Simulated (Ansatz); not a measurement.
**CH7AsOSi: a ladder of functionals and wavefunction methods**

Aim: compute CH7AsOSi with functionals from several rungs and with coupled cluster, and see how far each lands from CCSD(T) at the basis-set limit for the atomisation energy.

The runs use Ansatz 0.2.0, Gaussian basis; functionals in def2-TZVPP, the program's frozen cores in correlated methods.

Levels to be run: LDA (SPW92), PBE-D4, revPBE-D4, BLYP-D4, r2SCAN-D4, B97M-V, PBE0-D4, B3LYP-D4, r2SCANh-D4, r2SCAN0-D4, HSE06-D4, BHLYP-D4, CAM-B3LYP-D4, LC-ωPBE, ωB97X-V, ωB97M-V, B2PLYP, PBE-QIDH; CCSD(T)/def2-SVP; CCSD(T)/def2-TZVPP; MP2/def2-QZVPP; extrapolation to the limit; RPA on PBE.

**1. Structure used throughout**

An earlier PBE0-D4 in a triple-zeta def2 set relaxation fixed the geometry.

SMILES `CO[AsH][SiH3]`, 11 atoms, charge 0, spin multiplicity 1.

Atoms are counted from 1 here; the program's logs count them from 0.

Bond lengths: C1–O2 1.409 Å, C1–H5 1.092 Å, C1–H6 1.098 Å, C1–H7 1.098 Å, O2–As3 1.809 Å, As3–Si4 2.372 Å, As3–H8 1.539 Å, Si4–H9 1.485 Å, Si4–H10 1.484 Å, Si4–H11 1.488 Å. Angles: O2–C1–H5 107.4°, O2–C1–H6 111.7°, O2–C1–H7 112.2°, H5–C1–H6 108.4°, H5–C1–H7 108.5°, H6–C1–H7 108.4°, C1–O2–As3 114.9°, O2–As3–Si4 93.0°, O2–As3–H8 97.7°, Si4–As3–H8 91.0°, As3–Si4–H9 109.0°, As3–Si4–H10 111.6°, As3–Si4–H11 107.2°, H9–Si4–H10 109.9°, H9–Si4–H11 109.1°, H10–Si4–H11 110.0°.

**2. LDA**

This LDA is Slater exchange with PW92 correlation.

Contents of in.yaml:

```yaml
crystal:
  periodic: [false, false, false]
  atoms:
    - {symbol: C, position_ang: [0.193591, 2.189853, -0.128046]}
    - {symbol: O, position_ang: [-0.282974, 0.873548, 0.029543]}
    - {symbol: As, position_ang: [0.992466, -0.362198, 0.371936]}
    - {symbol: Si, position_ang: [-0.560171, -2.154922, 0.331480]}
    - {symbol: H, position_ang: [-0.676259, 2.849163, -0.167004]}
    - {symbol: H, position_ang: [0.760629, 2.308224, -1.060713]}
    - {symbol: H, position_ang: [0.831969, 2.503519, 0.707974]}
    - {symbol: H, position_ang: [1.401055, -0.646868, -1.084204]}
    - {symbol: H, position_ang: [-1.363777, -2.125251, 1.579743]}
    - {symbol: H, position_ang: [-1.456872, -2.074404, -0.848404]}
    - {symbol: H, position_ang: [0.225843, -3.417667, 0.288294]}
basis:
  gaussian: {orbitals: def2-TZVPP}
hamiltonian: {xc: lda}
output: {orbitals: {seedname: orbitals}}
```

On the command line:

```sh
ansatz run in.yaml --threads 2 --pin off --events-out ev --progress --plain --max-ram 32768MiB --backend cpu
```

The runs that follow: PBE-D4 (GGA); revPBE-D4 (GGA); BLYP-D4 (GGA); r2SCAN-D4 (meta-GGA); B97M-V (meta-GGA); B3LYP-D4 (hybrid); r2SCANh-D4 (hybrid); r2SCAN0-D4 (hybrid); HSE06-D4 (hybrid); BHLYP-D4 (hybrid); CAM-B3LYP-D4 (range-separated); LC-ωPBE (range-separated); ωB97X-V (range-separated); ωB97M-V (range-separated); B2PLYP (double hybrid); PBE-QIDH (double hybrid); CCSD(T) in def2-SVP; CCSD(T) in def2-TZVPP; MP2 in def2-QZVPP; RPA on PBE orbitals.

**Question.** What will the summary of the whole plan be? Wanted: atomisation energy, CCSD(T)/CBS; farthest beyond LDA; mean size of error, GGA; mean size of error, meta-GGA; mean size of error, hybrid; mean size of error, range-separated; mean size of error, double hybrid; gap, smallest and largest; T1 diagnostic.

**Answer**, as computed:

| quantity | value |
| --- | --- |
| atomisation energy, CCSD(T)/CBS | 3469.2 kJ/mol |
| functionals within 34.7 kJ/mol (1.0 %) | PBE-D4, BLYP-D4, r2SCAN-D4, B97M-V, PBE0-D4, B3LYP-D4, r2SCANh-D4, HSE06-D4, CAM-B3LYP-D4, ωB97X-V, ωB97M-V |
| farthest beyond LDA | BHLYP-D4 (-86.4 kJ/mol) |
| mean size of error, GGA | 27.1 kJ/mol |
| mean size of error, meta-GGA | 9.0 kJ/mol |
| mean size of error, hybrid | 39.4 kJ/mol |
| mean size of error, range-separated | 25.6 kJ/mol |
| mean size of error, double hybrid | 52.3 kJ/mol |
| gap, smallest and largest | 4.04 eV (LDA (SPW92)), 11.08 eV (LC-ωPBE) |
| T1 diagnostic | 0.0122 |
| triples share of the correlation energy | 3.6 % |

**Reading.** The LDA atomisation energy is off by 494.2 kJ/mol (14 %): it overbinds. PBE-D4 is off by +32.1 kJ/mol. Double hybrids carry the basis error of their MP2 part in triple zeta, and no dispersion term here, so their miss is partly the set-up's. The rungs meta-GGA, range-separated, GGA miss on average by less than the doubt on the reference (34.7 kJ/mol), so they tie. Misses under about 34.7 kJ/mol are within the doubt on the reference itself, which lacks core-valence correlation, relativity and higher excitations, and its outer-core shells are covered unevenly. Hartree-Fock recovers 71 % of the binding; the rest is correlation. CCSD(T) in def2-SVP is off by -249.9 kJ/mol, more than most functionals: a good method in a small basis is no reference. The gap grows from 4.0 to 11.1 eV across the functionals, mostly with the share of exact exchange. Correlated methods include outer-core shells of As, which these sets cover unevenly.
